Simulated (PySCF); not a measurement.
# Sn₂S: one geometry, many levels of theory

How much do the numbers for Sn₂S (triplet) hang on the method? All levels run at one geometry, the PBE0 minimum.

Program: PySCF 2.14.0. Level of theory: several methods, basis S def2-SVP, Sn def2-SVP with ECP28, scalar-relativistic core potentials, no spin–orbit coupling, density fitting. These are calculated values, not measurements.

## (1) The system as given

3 atoms, charge 0, spin multiplicity 3.

Bond lengths: S1–Sn2 2.378 Å, S1–Sn3 2.378 Å. Angles: Sn2–S1–Sn3 180.0°.

Coordinates in bohr (charge 0 multiplicity 3):
```
S     0.0000    0.0000    0.0000
Sn    0.0000    0.0000    4.4939
Sn    0.0000    0.0000   -4.4939
```

## (2) PBE0

One driver script runs all steps and calls PySCF; scf.py shows the equivalent input of each level. Each SCF starts from the density of the minimum. The driver also runs the species with one electron less or more at the same geometry (one less: multiplicity 2, one more: multiplicity 2); their logs are not shown.

scf.py

```python
from pyscf import gto, scf, dft
mol = gto.M(atom='''
S      0.000000     0.000000     0.000000
Sn     0.000000     0.000000     2.378048
Sn     0.000000     0.000000    -2.378048''',
    basis={'S': 'def2-SVP', 'Sn': 'def2-SVP'},
    ecp={'Sn': 'def2-SVP'},
    charge=0, spin=2)
mf = dft.UKS(mol, xc='PBE0')
mf.grids.atom_grid = (75, 302)
aux = {'S': 'def2-universal-JKFIT', 'Sn': 'def2-universal-JKFIT'}
mf = mf.density_fit(auxbasis=aux)
mf.kernel()
```

## (3) HF

scf.py: that of step 2 with these lines changed.

```diff
@@ -9,2 +9 @@
-mf = dft.UKS(mol, xc='PBE0')
-mf.grids.atom_grid = (75, 302)
+mf = scf.UHF(mol)
```

## (4) PBE

scf.py: that of step 3 with these lines changed.

```diff
@@ -9 +9,2 @@
-mf = scf.UHF(mol)
+mf = dft.UKS(mol, xc='PBE')
+mf.grids.atom_grid = (75, 302)
```

## (5) CCSD(T)

scf.py: that of step 4 with these lines changed.

```diff
@@ -9,2 +9 @@
-mf = dft.UKS(mol, xc='PBE')
-mf.grids.atom_grid = (75, 302)
+mf = scf.UHF(mol)
@@ -13,0 +13,3 @@
+from pyscf import cc
+mycc = cc.CCSD(mf, frozen=13).run()
+mycc.ccsd_t()
```

(Steps that only read results are left out.)

Q: Predict the outcome of this session. Wanted: atomisation energy, range; vertical ionisation energy, range; vertical electron affinity, range; orbital gap, range; T1, D1.

As calculated:

```
                         quantity                         value
        atomisation energy, range  233 (HF) to 643 (PBE) kJ/mol
vertical ionisation energy, range    5.40 (HF) to 6.26 (PBE) eV
vertical electron affinity, range   0.97 (HF) to 1.08 (PBE0) eV
               orbital gap, range    0.92 (PBE) to 5.44 (HF) eV
                           T1, D1                  0.025, 0.100
```

The atomisation energy spreads over 410 kJ/mol, from HF to PBE; without a CCSD(T) value for it there is no yardstick here. Spin contamination is strong in at least one of the open-shell species at PBE0, HF. Without diffuse functions electron affinities tend to come out too low. With an element this heavy the missing spin–orbit coupling can shift these numbers.
